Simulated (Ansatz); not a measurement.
# C₂H₆BrFSi: one species, many methods

An exercise on one series of results from a longer session: the logs are not shown, and one member is left open.

The runs use Ansatz 0.2.0, Gaussian basis; functionals in def2-TZVPP, the program's frozen cores in correlated methods.

Plan: PBE-D4, r2SCAN-D4, PBE0-D4, B3LYP-D4, ωB97X-V, ωB97M-V, B2PLYP; CCSD(T)/def2-TZVPP; MP2/def2-QZVPP; extrapolation to the limit.

### The relaxed structure

All runs share one geometry, relaxed beforehand with PBE0-D4 in a triple-zeta def2 set.

SMILES `FC[SiH2]CBr`, 11 atoms, charge 0, spin multiplicity 1.

Atoms are counted from 1 here; the program's logs count them from 0.

Bond lengths: F1–C2 1.394 Å, C2–Si3 1.890 Å, C2–H6 1.095 Å, C2–H7 1.094 Å, Si3–C4 1.878 Å, Si3–H8 1.488 Å, Si3–H9 1.485 Å, C4–Br5 1.947 Å, C4–H10 1.089 Å, C4–H11 1.089 Å. Angles: F1–C2–Si3 109.2°, F1–C2–H6 108.2°, F1–C2–H7 108.2°, Si3–C2–H6 111.7°, Si3–C2–H7 111.4°, H6–C2–H7 108.1°, C2–Si3–C4 109.4°, C2–Si3–H8 109.4°, C2–Si3–H9 109.3°, C4–Si3–H8 108.7°, C4–Si3–H9 110.0°, H8–Si3–H9 110.0°, Si3–C4–Br5 109.5°, Si3–C4–H10 112.9°, Si3–C4–H11 111.9°, Br5–C4–H10 106.6°, Br5–C4–H11 106.6°, H10–C4–H11 109.0°.

The first run:

in.yaml reads:

```yaml
crystal:
  periodic: [false, false, false]
  atoms:
    - {symbol: F, position_ang: [-2.122694, 0.539387, 0.248793]}
    - {symbol: C, position_ang: [-1.034006, 1.083789, -0.430623]}
    - {symbol: Si, position_ang: [0.247379, -0.271099, -0.740308]}
    - {symbol: C, position_ang: [0.797137, -0.996668, 0.902335]}
    - {symbol: Br, position_ang: [1.682343, 0.378743, 1.958292]}
    - {symbol: H, position_ang: [-1.397279, 1.518288, -1.367674]}
    - {symbol: H, position_ang: [-0.619955, 1.891726, 0.180538]}
    - {symbol: H, position_ang: [-0.364663, -1.353701, -1.557870]}
    - {symbol: H, position_ang: [1.412583, 0.309962, -1.455169]}
    - {symbol: H, position_ang: [1.512132, -1.810031, 0.788103]}
    - {symbol: H, position_ang: [-0.047676, -1.347396, 1.494085]}
basis:
  gaussian: {orbitals: def2-TZVPP}
hamiltonian: {xc: pbe, dispersion: d4}
output: {forces: true, orbitals: {seedname: orbitals}}
```

Command:

```bash
$ ansatz run in.yaml --threads 2 --pin off --events-out ev --progress --plain --max-ram 32768MiB --backend cpu
```

Among the steps run: PBE-D4 (GGA); r2SCAN-D4 (meta-GGA); PBE0-D4 (hybrid); B3LYP-D4 (hybrid); ωB97X-V (range-separated); ωB97M-V (range-separated); B2PLYP (double hybrid); CCSD(T) in def2-TZVPP; MP2 in def2-QZVPP.

One table of the session follows, with a row left open; its other results are not shown here.

| method | atomisation energy (kJ/mol) |
| --- | --- |
| PBE-D4 | 3814.8 |
| r2SCAN-D4 | 3765.2 |
| PBE0-D4 | 3758.2 |
| B3LYP-D4 | 3747.1 |
| ωB97X-V | 3770.0 |
| ωB97M-V | ? |
| B2PLYP | 3706.3 |
| HF/def2-TZVPP | 2760.2 |
| MP2/def2-TZVPP | 3714.2 |
| CCSD/def2-TZVPP | 3611.8 |
| CCSD(T)/def2-TZVPP | 3664.5 |
| MP2/CBS | 3813.6 |
| CCSD(T)/CBS | 3764.0 |

Estimate the missing values for ωB97M-V.

The run gave: atomisation energy (kJ/mol): 3760.9. In the column «atomisation energy (kJ/mol)» it lies between PBE0-D4 (3758.2) and CCSD(T)/CBS (3764.0).
